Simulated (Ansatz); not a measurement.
CaIrN2 in Ansatz: the effect of functional

The system is CaIrN2.

```xyz
4
Lattice="1.6489 0.9520 5.0094 -1.6489 0.9520 5.0094 0.0000 -1.9039 5.0094" Properties=species:S:1:pos:R:3 pbc="T T T"
Ir    0.0000    0.0000    7.5141
Ca    0.0000    0.0000    0.0000
N     0.0000    0.0000    3.4697
N     0.0000    0.0000   11.5585
```

The cell comes from a database or a generator and needn't be the stable form of this composition.

Alike in all runs:

| Item | Value |
| --- | --- |
| Program | Ansatz 0.2.0 |
| Task | projected density of states |
| Potentials or basis | Ansatz PAW |
| k mesh | 5 × 5 × 5 |
| Occupations | fermi-dirac, width 0.05 eV |
| Spin | no spin polarisation |

| functional | cutoff | pressure (GPa) | largest force (eV/Å) |
| --- | --- | --- | --- |
| LDA | 420 eV (not typed: the program's choice for these potentials) | -14.6 | 0.44 |
| PBEsol | 420 eV (not typed: the program's choice for these potentials) | -9.2 | 0.34 |
| RPBE | 420 eV (not typed: the program's choice for these potentials) | 2.6 | 0.05 |
| revPBE | 420 eV (not typed: the program's choice for these potentials) | ? | ? |
| BLYP | 420 eV (not typed: the program's choice for these potentials) | 7.0 | 0.29 |
| r2SCAN | 500 eV (not typed: the program's choice for these potentials) | -5.4 | 0.09 |
| HSE06 | 420 eV (not typed: the program's choice for these potentials) | -9.0 | 0.38 |
| PBE0 | 420 eV (not typed: the program's choice for these potentials) | -9.2 | 0.38 |
| r2SCAN0 | 500 eV (not typed: the program's choice for these potentials) | -10.9 | 0.34 |

Task: What does the run with functional revPBE give?

Result: Pressure 1.5 GPa; largest force 0.07 eV/Å.

Caveats: all runs use coarse meshes; the PAW data sets come from PBE, with cores solved anew for the run's functional, which leaves a small shift of forces and pressure; the density of states is complete only up to the lowest level of the last band computed; the thresholds are loose for stress (some runs).

Runs at the PBE level aren't shown here.
